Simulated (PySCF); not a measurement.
# YCl3 at other levels of theory

What do other methods print for YCl3?

Program: PySCF 2.14.0. Level of theory: method and basis as typed in the scripts. These are calculated values, not measurements.

3 further runs of the same task are left out: 3 that didn't finish.

## 1. The system as given

YCl3: 4 atoms, charge 0, spin multiplicity 1.

Bond lengths: Y1–Cl2 2.451 Å, Y1–Cl3 2.451 Å, Y1–Cl4 2.451 Å. Angles: Cl2–Y1–Cl3 120.1°, Cl2–Y1–Cl4 120.1°, Cl3–Y1–Cl4 119.9°.

## 2. The run that the others are compared with

input.py

```python
from pyscf import gto, scf

mol = gto.M(
    atom='Y 0.0051 0 0; Cl 2.4559 -0.0012 0; Cl -1.2218 2.1214 0; Cl -1.2238 -2.1202 0',
    basis='def2-svp',
    ecp={'Y': 'def2-svp'},
    charge=0,
    spin=0,
    verbose=4,
)
mf = scf.RHF(mol)
mf.kernel()
mf.dip_moment()
print('orbital energies (hartree):', mf.mo_energy[..., max(0, mol.nelec[1]-3):mol.nelec[0]+3].round(4))
```

Started as:

```
OMP_NUM_THREADS=1 python input.py
```

## 3. CASCI

Variant 1 changes step after the SCF: none → casci; active space: none → 2 electrons in 2 orbitals.

Edit input.py of step 2 so:

```diff
@@ -1,2 +1,2 @@
-from pyscf import gto, scf
+from pyscf import gto, scf, mcscf
 
@@ -12,2 +12,5 @@
 mf.kernel()
+mc = mcscf.CASCI(mf, 2, 2)
+mc.kernel()
+mc.analyze()
 mf.dip_moment()
```

## 4. Blyp (RKS)

Variant 2 changes functional: none (Hartree–Fock) → blyp; SCF type: RHF → RKS; step after the SCF: none → analyze.

Edit input.py of step 2 so:

```diff
@@ -1,2 +1,2 @@
-from pyscf import gto, scf
+from pyscf import gto, dft
 
@@ -10,4 +10,5 @@
 )
-mf = scf.RHF(mol)
+mf = dft.RKS(mol, xc='blyp')
 mf.kernel()
+mf.mulliken_pop()
 mf.dip_moment()
```

## 5. Gradient

Variant 3 changes step after the SCF: none → gradient.

Edit input.py of step 2 so:

```diff
@@ -12,2 +12,3 @@
 mf.kernel()
+mf.nuc_grad_method().kernel()
 mf.dip_moment()
```

What does the calculation give? Wanted: for each run, E(SCF); from base; gap; SCF dipole; after the SCF.

**Answer**, as computed:

```
       run  E(SCF) (hartree)  from base (eV)  cycles  gap (eV)  SCF dipole (D)                                                        after the SCF
      base      -1416.250374               0       9     11.86            0.01                                                                  n/a
     CASCI      -1416.250374          0.0000       9     11.86            0.01  CASCI correlation 0.000 eV (this space leaves nothing to correlate)
blyp (RKS)      -1418.709411  not comparable      16      3.71            0.01                                                                  n/a
  gradient      -1416.250374          0.0000       9     11.86            0.01                                                                  n/a
```

What this shows: Total energies of different functionals can't be compared with each other; differences within one functional can. The dearest run is “blyp (RKS)”, at 15 s against 2.4 s.
